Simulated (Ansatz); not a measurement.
Molecular dynamics of H$_{7}$C$_{6}$O$_{8}$

Input:

```yaml
accuracy: low
crystal:
  lattice:
    - [5.265852, 0.0, 0.0]
    - [0.470821, 5.431737, 0.0]
    - [2.050398, 2.558415, 7.933663]
  atoms:
    - { symbol: H, position: [0.89834865, 0.26869624, 0.58005458] }
    - { symbol: H, position: [0.06166951, 0.67974941, 0.42776797] }
    - { symbol: H, position: [0.47782993, 0.18330566, 0.34474354] }
    - { symbol: H, position: [0.52561656, 0.52206228, 0.18740365] }
    - { symbol: H, position: [0.53290098, 0.67668877, 0.7066139] }
    - { symbol: H, position: [0.83270586, 0.04019325, 0.99100239] }
    - { symbol: H, position: [0.25882636, 0.9802946, -0.00269777] }
    - { symbol: C, position: [0.77635106, 0.42108355, 0.36608463] }
    - { symbol: C, position: [0.18616714, 0.56946191, 0.64246476] }
    - { symbol: C, position: [0.63300862, 0.34596313, 0.26311358] }
    - { symbol: C, position: [0.32207617, 0.63316808, 0.75225267] }
    - { symbol: C, position: [0.82473733, 0.22114508, 0.1352302] }
    - { symbol: C, position: [0.19279483, 0.78397023, 0.86450533] }
    - { symbol: O, position: [0.89167351, 0.62689008, 0.31466571] }
    - { symbol: O, position: [0.08124467, 0.34914271, 0.70121592] }
    - { symbol: O, position: [0.78197349, 0.23685169, 0.51171075] }
    - { symbol: O, position: [0.21032135, 0.72859076, 0.48636614] }
    - { symbol: O, position: [0.06214004, 0.21786904, 0.1194524] }
    - { symbol: O, position: [0.9590871, 0.8453699, 0.8734086] }
    - { symbol: O, position: [0.69554287, 0.13768399, 0.05093549] }
    - { symbol: O, position: [0.35999086, 0.86966584, 0.93018553] }
basis:
  ecutwfc: 420.0
kpoints:
  mp_grid: { grid: [2, 2, 2] }
hamiltonian:
  xc: pbe
  dispersion: d3bj
scf:
  occupations: { method: fermi_dirac, width: 0.05 }
  lower_state_search: "off"
md:
  timestep: 0.5
  n_steps: 120
  ensemble: nvt_nose_hoover
  temperature: 650.0
  initial_velocities: maxwell_boltzmann
  seed: 782425
  nose_hoover: { tau: 100.0, chain_length: 3 }
```

Launched with:

```bash
$ ansatz run input.yaml --threads 1 --pin off --max-ram 3072MiB --backend cpu --events-out ev --progress --plain --runs-dir out
```

It goes on from the last frame of an earlier run, with new velocities.

Output, in part (step lines):

```
md step     0: t =     0.00 fs  T =   650.0 K  F+E_penalty+E_count = -6152.69274131 eV  E_kin = 1.680380 eV  conserved = -6151.01236132 eV  (28 SCF iters)
md step     1: t =     0.50 fs  T =   598.8 K  F+E_penalty+E_count = -6152.55926639 eV  E_kin = 1.547954 eV  conserved = -6151.01131357 eV  (18 SCF iters)
md step     2: t =     1.00 fs  T =   546.3 K  F+E_penalty+E_count = -6152.42234567 eV  E_kin = 1.412245 eV  conserved = -6151.01010798 eV  (18 SCF iters)
md step     3: t =     1.50 fs  T =   499.7 K  F+E_penalty+E_count = -6152.30086405 eV  E_kin = 1.291856 eV  conserved = -6151.00903215 eV  (17 SCF iters)
md step     4: t =     2.00 fs  T =   465.4 K  F+E_penalty+E_count = -6152.21150537 eV  E_kin = 1.203111 eV  conserved = -6151.00844784 eV  (16 SCF iters)
md step     5: t =     2.50 fs  T =   446.7 K  F+E_penalty+E_count = -6152.16326071 eV  E_kin = 1.154754 eV  conserved = -6151.00860433 eV  (6 SCF iters)
md step     6: t =     3.00 fs  T =   442.7 K  F+E_penalty+E_count = -6152.15375118 eV  E_kin = 1.144443 eV  conserved = -6151.00946773 eV  (6 SCF iters)
md step     7: t =     3.50 fs  T =   448.5 K  F+E_penalty+E_count = -6152.16983758 eV  E_kin = 1.159361 eV  conserved = -6151.01071610 eV  (7 SCF iters)
[... lines left out ...]
md step   120: t =    60.00 fs  T =   578.9 K  F+E_penalty+E_count = -6152.39133672 eV  E_kin = 1.496612 eV  conserved = -6151.01495456 eV  (22 SCF iters)
```

The steps, from the saved trajectory:

| time (fs) | T (K) | potential energy less start (eV) | conserved less start (meV/atom) |
| --- | --- | --- | --- |
| 0.0 | 650 | 0.000 | 0.00 |
| 2.0 | 465 | 0.481 | 0.19 |
| 4.0 | 457 | 0.500 | 0.02 |
| 6.0 | 435 | 0.559 | 0.07 |
| 8.0 | 421 | 0.594 | 0.03 |
| 10.0 | 437 | 0.554 | 0.04 |
| 12.0 | 422 | 0.595 | 0.03 |
| 14.0 | 409 | 0.633 | 0.16 |
| 16.0 | 526 | 0.328 | -0.02 |
| 18.0 | 578 | 0.201 | 0.12 |
| 20.0 | 682 | -0.068 | -0.05 |
| 22.0 | 618 | 0.102 | 0.03 |
| 24.0 | 519 | 0.363 | 0.16 |
| 26.0 | 603 | 0.148 | 0.04 |
| 28.0 | 638 | 0.060 | -0.01 |
| 30.0 | 557 | 0.275 | 0.10 |
| 32.0 | 470 | 0.503 | 0.02 |
| 34.0 | 308 | 0.928 | 0.19 |
| 36.0 | 316 | 0.907 | 0.16 |
| 38.0 | 439 | 0.589 | -0.03 |
| 40.0 | 438 | 0.601 | 0.16 |
| 42.0 | 514 | 0.406 | -0.02 |
| 44.0 | 472 | 0.520 | 0.06 |
| 46.0 | 417 | 0.672 | 0.22 |
| 48.0 | 581 | 0.250 | -0.04 |
| 50.0 | 582 | 0.256 | 0.03 |
| 52.0 | 545 | 0.361 | 0.15 |
| 54.0 | 619 | 0.175 | -0.05 |
| 56.0 | 535 | 0.405 | 0.14 |
| 58.0 | 544 | 0.387 | 0.11 |
| 60.0 | 579 | 0.301 | -0.12 |

All steps were run. The conserved energy stayed within 0.22 meV per atom of its start (net change -0.12 meV per atom), so the integration is sound. The mean temperature of the second half is 24 % below the set value. A run of 0.06 ps of so small a system gives no equilibrium averages. Limits of this set-up: coarse k mesh, odd electron count without spin, low accuracy level.

Mean squared displacements from the first frame to the last, about the centre of mass: H 0.22 Å², C 0.03 Å², O 0.09 Å².

Last frame:

```xyz
21
Lattice="5.2659 0.0000 0.0000 0.4708 5.4317 0.0000 2.0504 2.5584 7.9337" Properties=species:S:1:pos:R:3
H 6.323 2.711 4.389
H 1.512 5.183 3.421
H 3.362 2.238 2.719
H 3.565 3.620 1.637
H 4.512 4.870 5.739
H 6.075 2.991 7.670
H 1.634 4.912 0.294
C 5.190 3.218 2.955
C 2.559 4.710 5.044
C 4.041 2.691 2.040
C 3.551 5.269 5.954
C 4.613 1.776 1.027
C 3.182 6.267 6.873
O 5.751 4.291 2.634
O 2.330 3.519 5.324
O 5.428 2.446 4.001
O 2.203 5.520 4.035
O 0.506 1.597 0.734
O 7.289 6.630 7.029
O 3.624 1.037 0.381
O 4.167 6.922 7.559
```

Time of the run: 9 min on 1 thread of Arm Neoverse V2, with other jobs on the host, peak memory 0.52 GiB.
